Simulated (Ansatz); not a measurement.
The system is NaLaMnMoO6.

```xyz
10
Lattice="4.7224 -2.7369 0.0000 4.7224 2.7369 0.0000 -3.1760 0.0000 4.4714" Properties=species:S:1:pos:R:3 pbc="T T T"
Na   -0.0016    0.0000    3.3293
La    6.2782    0.0000    1.1495
Mn    3.1293    0.0000    2.2320
Mo    0.0068    0.0000    0.0051
O     4.1287    1.3576    1.2752
O     4.1287   -1.3576    1.2752
O     1.7826    0.0000    0.8395
O     4.4861    0.0000    3.6274
O     2.1339    1.3554    3.1981
O     2.1339   -1.3554    3.1981
```

The cell was built by a generator and needn't be a form met in nature.

Base run:

```yaml
Program: Ansatz 0.2.0
Functional: PBE
Potentials_or_basis: Ansatz PAW
Cutoff: "420 eV (not typed: the program's choice for these potentials)"
k_mesh: 6 × 6 × 6
Occupations: fermi-dirac, width 0.05 eV
Spin: collinear spin, ferromagnetic start
Starting_moments: "[0.0, 0.0, 4.0, 1.0, 0.0, 0.0, 0.0, 0.0, 0.0, 0.0] μB"
Hubbard_terms: La f U = 4 eV, Mn d U = 4 eV, Mo d U = 4 eV
```

Its results: band gap on the k mesh none (metal or under the smearing width); pressure 9.6 GPa; net moment 5.00 μB per cell; site moments Na +0.00; La +0.01; Mn +3.35; Mo +0.64; O +0.01, -0.02 μB; largest force 1.732 eV/Å.

The run is repeated on the same cell with these changes: hubbard terms from La f U = 4 eV, Mn d U = 4 eV, Mo d U = 4 eV to La f U = 6 eV, Mn d U = 6 eV, Mo d U = 6 eV. What comes out?

Band gap on the k mesh none (metal or under the smearing width); pressure 11.1 GPa; net moment 5.00 μB per cell; site moments Na +0.00; La +0.01; Mn +3.42; Mo +0.65; O +0.00, -0.05, -0.00 μB; largest force 2.057 eV/Å.

Caveats: the magnetic or orbital state may not be the lowest; a cell with one magnetic atom can't hold antiferromagnetic order, which such compounds often take; forces of over 1 eV/Å show positions far from the minimum, so gaps and moduli don't describe the material at rest; the density of states is complete only up to the lowest level of the last band computed.
